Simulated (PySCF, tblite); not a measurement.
**C₃H₁₁BF₂P₂: geometry, infrared bands and NMR shifts**

Aim: predict the infrared bands and NMR shifts of C₃H₁₁BF₂P₂ (`C[B-](C)(C)[P+](F)(F)P`).

The runs use tblite 0.8.0 and PySCF 2.14.0, with density-fitted response routines of our own; the level of theory stands in each step. All values are computed, except where a source is named. Atoms are numbered from 0 throughout.

### 1 Starting geometry

19 atoms, charge 0, multiplicity 1; geometry from: force field or distance geometry start.

Bonds of the start (Å): C0–B1 1.59, B1–C2 1.58, B1–C3 1.60, B1–P4 1.89, P4–F5 1.67, P4–F6 1.69, P4–P7 2.13, C0–H8 1.12, C0–H9 1.11, C0–H10 1.10, C2–H11 1.12, C2–H12 1.13, C2–H13 1.09, C3–H14 1.10, C3–H15 1.11, C3–H16 1.11, P7–H17 1.44, P7–H18 1.44.

### 2 Optimising the geometry with GFN2-xTB

What the job is given:

```
{"job": {"kind": "relax", "xc": "GFN2-xTB", "basis": "xTB"}, "charge": 0, "multiplicity": 1}
C     -1.160700     1.570900    -0.003900
B     -0.424700     0.165000     0.046200
C     -0.913400    -0.673400    -1.196000
C     -0.824900    -0.588600     1.404400
P      1.423000     0.541500     0.018200
F      1.937000     0.953300     1.557800
F      1.682900     1.815400    -1.059900
P      2.642800    -1.075800    -0.645700
H     -0.644400     2.245000     0.722300
H     -2.229000     1.512700     0.303400
H     -1.114300     2.048500    -0.991000
H     -0.547700    -0.256900    -2.164200
H     -2.042300    -0.579100    -1.237900
H     -0.666200    -1.737500    -1.124400
H      0.120600    -0.844100     1.914700
H     -1.374700     0.081800     2.093400
H     -1.366000    -1.535900     1.189600
H      3.577800    -1.452000     0.376400
H      1.914400    -2.181400    -1.210800
```

On the command line:

```
$ OMP_NUM_THREADS=1 python probes_run.py task.json out
```

The driver reads the jobs from task.json and runs them one after another.

**Question.** This job is followed by: GFN2-xTB harmonic vibrations, gas phase; GIAO PBE0/pcSseg-1 NMR shielding, non-relativistic, gas phase. Predict these results of the whole session: strongest single infrared mode (GFN2-xTB); zero-point energy (GFN2-xTB); 13C shifts against TMS (PBE0/pcSseg-1, means over atoms taken as alike); 1H shifts against TMS (PBE0/pcSseg-1, means over atoms taken as alike); 11B shifts against BF3·OEt2 (PBE0/pcSseg-1); 31P shifts against H3PO4 (PBE0/pcSseg-1); 19F shifts against CFCl3 (PBE0/pcSseg-1, means over atoms taken as alike).

The runs gave:

| quantity | value |
| --- | --- |
| strongest single infrared mode (GFN2-xTB) | 965 cm⁻¹, 368 km/mol |
| zero-point energy (GFN2-xTB) | 86.7 kcal/mol |
| 13C shifts against TMS (PBE0/pcSseg-1, means over atoms taken as alike) | 5.7 ppm |
| 1H shifts against TMS (PBE0/pcSseg-1, means over atoms taken as alike) | 2.60, 0.07 ppm |
| 11B shifts against BF3·OEt2 (PBE0/pcSseg-1) | 1.9 ppm |
| 31P shifts against H3PO4 (PBE0/pcSseg-1) | 273.6, -227.6 ppm |
| 19F shifts against CFCl3 (PBE0/pcSseg-1, means over atoms taken as alike) | -109.0 ppm |

In words: Over 133 steps the energy fell by 2.257 eV; of the close pairs, B1–P4 changed most, 1.886 to 2.068 Å. All 51 modes are real, so the xTB geometry is a minimum. The strongest single mode, at 965 cm⁻¹, has its largest shares on B1, H16, H12 and H9 (the list is cut at 4 atoms). GFN2-xTB is a fitted tight-binding method: band positions and strengths are rough. Its intensities can rank the bands wrongly. At PBE0/pcSseg-1: The widest tensor belongs to P4: span 374 ppm, with a paramagnetic part of -918 ppm.
